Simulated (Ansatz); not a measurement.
**WS2 with a defect (P on a W site): a single-point run**

Wanted: field gradients for WS2 with a defect (P on a W site).

The COD entry's cell or inner coordinates are ideal or old and differ from later refinements, so a difference from it is no clean test against experiment.

Program: Ansatz 0.2.0. Level of theory: DFT, PBE, plane-wave PAW, default files, scalar-relativistic. These are calculated values, not measurements.

**1. The structure to begin with**

The structure is hexagonal, space group P-6m2 (No. 187). Conventional cell: a = 6.360 Å, b = 6.360 Å, c = 12.500 Å, α = 90.00°, β = 90.00°, γ = 120.00°. P (site symmetry -6m2) is surrounded by 6 S at 2.41 Å. W (site symmetry mm2) is surrounded by 6 S at 2.41 Å. Around W (site symmetry -6m2) lie 6 S at 2.41 Å. S (site symmetry 3m) has 3 W at 2.41 Å as nearest neighbours. Around S (site symmetry m) lie 3 W at 2.41 Å. S (site symmetry m) is surrounded by 2 W at 2.41 Å and 1 P at 2.41 Å.

The input asks for a charge of +1 e on the cell.

Coordinates:

```
P W S
1.0
     6.36000    0.00000    0.00000
    -3.18000    5.50792    0.00000
     0.00000    0.00000   12.50000
P W S
1 7 16
Cartesian
  0.0000 1.8360 3.1250
  -1.5900 4.5899 3.1250
  3.1800 1.8360 3.1250
  1.5900 4.5899 3.1250
  1.5900 0.9180 9.3750
  0.0000 3.6719 9.3750
  4.7700 0.9180 9.3750
  3.1800 3.6719 9.3750
  0.0000 1.8360 7.8125
  -1.5900 4.5899 7.8125
  3.1800 1.8360 7.8125
  1.5900 4.5899 7.8125
  1.5900 0.9180 1.5625
  0.0000 3.6719 1.5625
  4.7700 0.9180 1.5625
  3.1800 3.6719 1.5625
  0.0000 1.8360 10.9375
  -1.5900 4.5899 10.9375
  3.1800 1.8360 10.9375
  1.5900 4.5899 10.9375
  1.5900 0.9180 4.6875
  0.0000 3.6719 4.6875
  4.7700 0.9180 4.6875
  3.1800 3.6719 4.6875
```

**2. Input and run**

The input, input.yaml:

```yaml
crystal:
  lattice:
    - [6.36, 0.0, 0.0]
    - [-3.18, 5.507921568, 0.0]
    - [0.0, 0.0, 12.5]
  atoms:
    - { symbol: P, position: [0.1666666666, 0.3333333334, 0.25] }
    - { symbol: W, position: [0.1666666666, 0.8333333334, 0.25] }
    - { symbol: W, position: [0.6666666666, 0.3333333334, 0.25] }
    - { symbol: W, position: [0.6666666666, 0.8333333334, 0.25] }
    - { symbol: W, position: [0.3333333334, 0.1666666666, 0.75] }
    - { symbol: W, position: [0.3333333334, 0.6666666666, 0.75] }
    - { symbol: W, position: [0.8333333334, 0.1666666666, 0.75] }
    - { symbol: W, position: [0.8333333334, 0.6666666666, 0.75] }
    - { symbol: S, position: [0.1666666666, 0.3333333334, 0.625] }
    - { symbol: S, position: [0.1666666666, 0.8333333334, 0.625] }
    - { symbol: S, position: [0.6666666666, 0.3333333334, 0.625] }
    - { symbol: S, position: [0.6666666666, 0.8333333334, 0.625] }
    - { symbol: S, position: [0.3333333334, 0.1666666666, 0.125] }
    - { symbol: S, position: [0.3333333334, 0.6666666666, 0.125] }
    - { symbol: S, position: [0.8333333334, 0.1666666666, 0.125] }
    - { symbol: S, position: [0.8333333334, 0.6666666666, 0.125] }
    - { symbol: S, position: [0.1666666666, 0.3333333334, 0.875] }
    - { symbol: S, position: [0.1666666666, 0.8333333334, 0.875] }
    - { symbol: S, position: [0.6666666666, 0.3333333334, 0.875] }
    - { symbol: S, position: [0.6666666666, 0.8333333334, 0.875] }
    - { symbol: S, position: [0.3333333334, 0.1666666666, 0.375] }
    - { symbol: S, position: [0.3333333334, 0.6666666666, 0.375] }
    - { symbol: S, position: [0.8333333334, 0.1666666666, 0.375] }
    - { symbol: S, position: [0.8333333334, 0.6666666666, 0.375] }
total_charge: 1
kpoints:
  mp_grid: { grid: [4, 4, 2] }
scf:
  occupations: { method: fermi_dirac, width: 0.01 }
  max_iter: 60
hamiltonian:
  xc: pbe
  pseudopotentials: { kind: paw }
output:
  forces: true
  stress: true
  populations: true
  efg: { quadrupole_moments_barn: { S: -0.0694 }, contact_densities: true }
basis:
  ecutrho_ratio: 2
```

Run with:

```sh
> ansatz run input.yaml --threads 1 --pin off --max-ram 3072MiB --backend cpu --events-out ev --progress --plain --runs-dir out
```

Q: Will this input give a usable result? If not, why, and what should change?

This run ends as converged, with warnings (cutoff below recommended, gradients without spin orbit). Its log warns: «basis.ecutrho_ratio = 2 (ecutrho = 840 eV) is below the records' recommended 1680 eV»

Look at the input: basis.ecutrho_ratio is 2. The risk: density grid too coarse. It still converged here, which does not make the setting sound.

The test: delete basis.ecutrho_ratio (the default then holds).
